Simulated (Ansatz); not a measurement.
# AsPt: the cost of one run

Method: DFT PBE, scalar-relativistic, plane waves, PAW, in Ansatz 0.2.0.

### 1 The starting structure

It takes space group P-6m2 (No. 187, hexagonal). The conventional cell has a = 4.258 Å, b = 4.258 Å, c = 14.000 Å, α = 90.00°, β = 90.00°, γ = 120.00°. As (site symmetry -6m2) has 3 Pt at 2.46 Å as nearest neighbours. Around Pt (site symmetry -6m2) lie 3 As at 2.46 Å.

As a file:

```
CELL_PARAMETERS angstrom
4.25751 0.00000 0.00000
-2.12876 3.68712 0.00000
0.00000 0.00000 14.00000
ATOMIC_POSITIONS crystal
As 0.33333 0.66667 0.50000
Pt 0.00000 0.00000 0.50000
```

The cell is invented: species swapped into a sheet modelled on a layer of AsPt. Lengths come from tabulated atomic sizes and are only a guess.

It is a sheet, periodic along a and b, with vacuum along c; volumes and pressures of the box carry no meaning, and space groups named for it are those of the box.

### 2 The guess as it stands, on a coarse mesh

The input, input.yaml:

```yaml
crystal:
  lattice:
    - [4.257514, 0.0, 0.0]
    - [-2.128757, 3.687116, 0.0]
    - [0.0, 0.0, 14.0]
  atoms:
    - { symbol: As, position: [0.33333333, 0.66666667, 0.5] }
    - { symbol: Pt, position: [0.0, 0.0, 0.5] }
  periodic: [true, true, false]
basis:
  ecutwfc: 420
kpoints:
  mp_grid: { grid: [6, 6, 1] }
hamiltonian:
  xc: pbe
scf:
  occupations: { method: gaussian, width: 0.1 }
  lower_state_search: "off"
output:
  forces: true
  stress: true
  eigenvalues: true
```

Command:

```
ansatz run input.yaml --threads 1 --pin off --max-ram 2048MiB --backend cpu --events-out ev --progress --plain --runs-dir out
```

**Question.** How long does this run take on 1 thread of Arm Neoverse V2, shared host, and how much memory does it need?

About 4.8 s, with a peak of 0.45 GiB.
